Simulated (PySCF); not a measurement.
# C₅H₇F₃P₂S: magnetic properties

Aim: compute the magnetic properties of C₅H₇F₃P₂S (`C#CP[P@](=S)(CC)C(F)(F)F`).

Computed with PySCF 2.14.0 and routines of our own; the level stands in each step. Atoms count from 0.

## 1. The system as given

18 atoms, charge 0, multiplicity 1; geometry from: GFN2-xTB.

## 2. Magnetic properties: GIAO CAM-B3LYP/pcSseg-1

What the job is given:

```
{"job": {"kind": "mag", "xc": "CAM-B3LYP", "basis": "pcSseg-1", "isotopologues": 0}, "charge": 0, "multiplicity": 1}
C      3.827966     0.228625    -0.825529
C      2.865189     0.760476    -0.339595
P      1.485322     1.462106     0.496228
P      0.051852     0.262522    -0.691771
S      0.069405     0.236858    -2.629636
C     -1.578181     0.561909     0.144168
C     -2.733217    -0.033605    -0.647424
C      0.489145    -1.438088     0.051321
F     -0.567053    -2.257065     0.086108
F      0.922425    -1.308013     1.317585
F      1.450150    -2.050943    -0.633982
H      4.655092    -0.221218    -1.292318
H      1.323410     2.527552    -0.406203
H     -1.526903     0.160619     1.160837
H     -1.681328     1.650944     0.209276
H     -2.679068    -1.119884    -0.657668
H     -2.701396     0.320330    -1.677054
H     -3.681568     0.263195    -0.205521
```

With the program's defaults for keys left out, this is: GIAO CAM-B3LYP/pcSseg-1 magnetisability, rotational g tensor and spin-rotation constants, non-relativistic, gas phase.

Launch:

```
$ OMP_NUM_THREADS=1 python excited_run.py task.json out
```

This one command runs all jobs of the session in turn.

The log of the run:

```text
coarse grid: 17904 points
cycle   1  E = -1574.5374210094  dE =  1.915e+00  |g| = 1.100e+00  |ddm| = 4.079e+00
cycle   2  E = -1574.3044872305  dE =  2.329e-01  |g| = 1.612e+00  |ddm| = 2.645e+00
cycle   3  E = -1574.7875468096  dE = -4.831e-01  |g| = 1.287e-01  |ddm| = 1.656e+00
cycle   4  E = -1574.7897401561  dE = -2.193e-03  |g| = 9.261e-02  |ddm| = 2.355e-01
cycle   5  E = -1574.7917014120  dE = -1.961e-03  |g| = 2.464e-02  |ddm| = 8.825e-02
cycle   6  E = -1574.7918429034  dE = -1.415e-04  |g| = 6.572e-03  |ddm| = 2.618e-02
cycle   7  E = -1574.7918541323  dE = -1.123e-05  |g| = 1.799e-03  |ddm| = 1.010e-02
cycle   8  E = -1574.7918549682  dE = -8.359e-07  |g| = 5.701e-04  |ddm| = 2.863e-03
final grid: 164056 points
cycle   9  E = -1574.8849389407  dE = -3.557e-05  |g| = 5.462e-03  |ddm| = 2.240e-02
cycle  10  E = -1574.8849384135  dE =  5.272e-07  |g| = 6.018e-03  |ddm| = 7.244e-03
cycle  11  E = -1574.8849439323  dE = -5.519e-06  |g| = 5.275e-04  |ddm| = 3.393e-03
cycle  12  E = -1574.8849439779  dE = -4.566e-08  |g| = 2.137e-04  |ddm| = 7.544e-04
cycle  13  E = -1574.8849439877  dE = -9.791e-09  |g| = 7.982e-05  |ddm| = 3.118e-04
cycle  14  E = -1574.8849439892  dE = -1.461e-09  |g| = 2.998e-05  |ddm| = 1.093e-04
cycle  15  E = -1574.8849439894  dE = -2.283e-10  |g| = 7.111e-06  |ddm| = 2.771e-05
converged SCF energy = -1574.8849439894

Magnetisability tensor (1e-30 J/T^2)
    -2109.80       -0.60       -0.48
       -0.60    -2088.23      -13.71
       -0.48      -13.71    -1982.12
isotropic -2060.05   principal values   -2109.83  -2089.95  -1980.37
isotropic susceptibility -124.059 1e-6 cm^3/mol

Inertial axes            a          b          c
rot. const./GHz      0.8954     0.6535     0.5766
chi total          -126.971   -123.325   -121.882
chi diamagnetic   -1369.593  -1920.758  -2122.571
chi paramagnetic   1242.623   1797.433   2000.690
quadrupole/D A        9.585     -6.730     -2.854
g nuclear            0.5105     0.5448     0.5347
g electronic        -0.5227    -0.5519    -0.5419
g total             -0.0122    -0.0071    -0.0072

Spin-rotation constants (kHz, H = +C I.J)
atom  isotope        aa         bb         cc
  2    31P        1.133      0.919      0.787
  3    31P        1.788      1.179      0.874
  8    19F        0.970      0.891      0.676
  9    19F        0.995      0.921      0.716
 10    19F        0.903      1.042      0.701
 11     1H       -0.053     -0.071     -0.024
 12     1H       -0.095      0.031     -0.067
 13     1H       -0.097     -0.021     -0.033
 14     1H       -0.099     -0.016     -0.043
 15     1H       -0.083     -0.017     -0.048
 16     1H       -0.086     -0.024     -0.033
 17     1H       -0.028     -0.073     -0.035
  0    13C*       0.231      0.239      0.125
  1    13C*       0.187      0.213      0.091
  4    33S*       0.145      0.080      0.111
  5    13C*       0.143      0.114      0.091
  6    13C*       0.119      0.085      0.074
  7    13C*       0.285      0.210      0.183
* in the singly substituted isotopologue
```

Wall time 7 min (1 thread of Intel Xeon at 2.50GHz, shared host); peak memory 1.3 GiB.

Key values:

```csv
quantity,value
magnetisability,-2060·10⁻³⁰ J/T²
molar susceptibility,-124.1·10⁻⁶ cm³/mol
"rotational g (a, b, c)","-0.0122, -0.0071, -0.0072"
```

The fields below are evaluated on a grid from the run's orbitals.

Frontier orbitals at CAM-B3LYP/pcSseg-1, with the share of their density that lies nearest to each atom:

```csv
orbital,energy (eV),lies on
HOMO,-8.09,S4 66 %; P2 15 %; P3 6 %
LUMO,-0.22,P2 33 %; P3 22 %; S4 12 %
```

ELF in a plane through or near 6 of the atoms.

Ten even steps from '0' (0.00) to '9' (1.00):
```
0000000000000000000000000000
0000000000000000000000000000
0000000000000000000000000000
0000000002898000000000000000
0000000004999200120000000000
0000000003999100884000000000
0000024542696102996000000000
0000156768637633884058400000
0000267847859658455499900000
0000365836537119378799910000
0000566785105545455589800000
0000244540017970016721000000
0000012300232242106830000000
0000000004775488700610000000
0000000004772384710000000000
0000000002450288400000000000
0000000000010033000000000000
0000000000000000000000000000
0000000000000000000000000000
0000000000000000000000000000
```
The map spans 14.6 Å across and 10.2 Å up, centred on the molecule. Atoms in the plane (x, y in Å): C1 (-2.9, 0.7), C5 (1.6, 0.5), C7 (-0.4, -1.5), F8 (0.6, -2.3), H12 (-1.4, 2.5), H17 (3.7, 0.3).

log10 of the density (e/Å³) in the same plane.

Ten even steps from ' ' (-4.0) to '@' (1.0):
```
                                                        
                    ......                              
                ..::::--::....                          
              ..::--==++==--::........                  
          ..::::--++**##**==----------..                
        ..::--====++##%%**++====++++==--..              
      ..--====++****######++++++****++==--::::          
      ::==++**############******####**++++==--::        
    ..--==**##%%@@%%############%%%%##**##**==::        
    ..--++##%%%%%%####**##%%%%%%%%%%%%##%%##++--..      
    ..--++**######**++++##################**==::        
    ..--==++****++++++**##%%##**++******++==--..        
      ::--========++**##%%@@##**++++****++--::..        
        ..::::--==**##%%%%%%%%@@##++====--::..          
              ..--++########@@@@##++--::::              
                ::==++**++**##%%**==::..                
                  ::--==--==++++==::                    
                      ......::::..                      
                                                        
                                                        
```
The map spans 14.6 Å across and 10.2 Å up, centred on the molecule. Atoms in the plane (x, y in Å): C1 (-2.9, 0.7), C5 (1.6, 0.5), C7 (-0.4, -1.5), F8 (0.6, -2.3), H12 (-1.4, 2.5), H17 (3.7, 0.3).

On the surface of density 0.002 e/bohr³ the electrostatic potential runs, from the 1st to the 99th percentile, from -1.19 V near S4 to 1.67 V near H14.

## 3. Magnetic properties: GIAO LC-wPBE/def2-SVP

The job, as its differences from that of step 2:

```diff
@@ -1,2 +1,2 @@
-{"job": {"kind": "mag", "xc": "CAM-B3LYP", "basis": "pcSseg-1", "isotopologues": 0}, "charge": 0, "multiplicity": 1}
+{"job": {"kind": "mag", "xc": "LC-wPBE", "basis": "def2-SVP"}, "charge": 0, "multiplicity": 1}
 C      3.827966     0.228625    -0.825529
```

With the program's defaults for keys left out, this is: GIAO LC-wPBE/def2-SVP magnetisability, rotational g tensor and spin-rotation constants, non-relativistic, gas phase.

The log of the run:

```text
coarse grid: 17904 points
cycle   1  E = -1573.2550379951  dE =  2.031e+00  |g| = 1.130e+00  |ddm| = 4.612e+00
cycle   2  E = -1573.2172865726  dE =  3.775e-02  |g| = 1.315e+00  |ddm| = 2.397e+00
cycle   3  E = -1573.5439482398  dE = -3.267e-01  |g| = 8.368e-02  |ddm| = 1.247e+00
cycle   4  E = -1573.5453419792  dE = -1.394e-03  |g| = 5.426e-02  |ddm| = 1.518e-01
cycle   5  E = -1573.5460251096  dE = -6.831e-04  |g| = 1.751e-02  |ddm| = 6.281e-02
cycle   6  E = -1573.5461154621  dE = -9.035e-05  |g| = 3.862e-03  |ddm| = 2.411e-02
cycle   7  E = -1573.5461191255  dE = -3.663e-06  |g| = 1.192e-03  |ddm| = 8.389e-03
final grid: 164056 points
cycle   8  E = -1573.7844449907  dE = -6.643e-05  |g| = 1.335e-02  |ddm| = 4.518e-02
cycle   9  E = -1573.7844464798  dE = -1.489e-06  |g| = 1.321e-02  |ddm| = 1.749e-02
cycle  10  E = -1573.7844730794  dE = -2.660e-05  |g| = 7.715e-04  |ddm| = 8.364e-03
cycle  11  E = -1573.7844732712  dE = -1.917e-07  |g| = 2.738e-04  |ddm| = 1.287e-03
cycle  12  E = -1573.7844733472  dE = -7.605e-08  |g| = 9.292e-05  |ddm| = 6.084e-04
cycle  13  E = -1573.7844733665  dE = -1.932e-08  |g| = 3.909e-05  |ddm| = 2.232e-04
cycle  14  E = -1573.7844733673  dE = -7.749e-10  |g| = 1.935e-05  |ddm| = 9.683e-05
converged SCF energy = -1573.7844733673

Magnetisability tensor (1e-30 J/T^2)
    -2112.72        4.55        4.49
        4.55    -2095.37      -16.99
        4.49      -16.99    -1990.98
isotropic -2066.35   principal values   -2114.48  -2096.42  -1988.17
isotropic susceptibility -124.439 1e-6 cm^3/mol

Inertial axes            a          b          c
rot. const./GHz      0.8954     0.6535     0.5766
chi total          -126.981   -123.633   -122.702
chi diamagnetic   -1366.294  -1917.389  -2118.749
chi paramagnetic   1239.313   1793.756   1996.047
quadrupole/D A        9.920     -6.513     -3.407
g nuclear            0.5105     0.5448     0.5347
g electronic        -0.5213    -0.5507    -0.5407
g total             -0.0108    -0.0059    -0.0060

Spin-rotation constants (kHz, H = +C I.J)
atom  isotope        aa         bb         cc
  2    31P        0.921      0.758      0.646
  3    31P        1.543      1.009      0.768
  8    19F        0.893      0.778      0.561
  9    19F        0.860      0.802      0.637
 10    19F        0.797      0.904      0.609
 11     1H       -0.054     -0.071     -0.024
 12     1H       -0.096      0.028     -0.067
 13     1H       -0.097     -0.022     -0.035
 14     1H       -0.099     -0.017     -0.043
 15     1H       -0.084     -0.019     -0.048
 16     1H       -0.087     -0.025     -0.034
 17     1H       -0.030     -0.074     -0.036
  0    13C*       0.203      0.212      0.109
  1    13C*       0.164      0.184      0.079
  4    33S*       0.106      0.064      0.088
  5    13C*       0.116      0.091      0.073
  6    13C*       0.097      0.066      0.059
  7    13C*       0.258      0.193      0.165
* in the singly substituted isotopologue
```

It took 4.7 min on 1 thread of Intel Xeon at 2.50GHz, shared host; peak memory 1.1 GiB.

From this job:

```csv
quantity,value
magnetisability,-2066·10⁻³⁰ J/T²
molar susceptibility,-124.4·10⁻⁶ cm³/mol
"rotational g (a, b, c)","-0.0108, -0.0059, -0.0060"
```

## 4. Magnetic properties side by side

```csv
level,ξ (10⁻³⁰ J/T²),g(a),g(b),gap (eV),functions,time
GIAO CAM-B3LYP/pcSseg-1,-2060,-0.0122,-0.0071,7.87,243,7 min
GIAO LC-wPBE/def2-SVP,-2066,-0.0108,-0.0059,10.29,201,4.7 min
```

## 5. What came out

| quantity | value |
| --- | --- |
| magnetisability (step 2, GIAO CAM-B3LYP/pcSseg-1) | -2060·10⁻³⁰ J/T² |
| molar susceptibility (step 2, GIAO CAM-B3LYP/pcSseg-1) | -124.1·10⁻⁶ cm³/mol |
| rotational g (a, b, c) (step 2, GIAO CAM-B3LYP/pcSseg-1) | -0.0122, -0.0071, -0.0072 |
| surface potential, 1st and 99th percentile | -1.19 V and 1.67 V |
| magnetisability over the levels | -2066 to -2060·10⁻³⁰ J/T² |

What this shows: The magnetisability spreads by 0.3 % over 2 levels, from GIAO LC-wPBE/def2-SVP (4.7 min) to GIAO CAM-B3LYP/pcSseg-1 (7 min); the runs took 4.7 min to 7 min. Two levels can agree by chance, so this spread shows no convergence. Vibrational averaging and real surroundings are missing from these values.
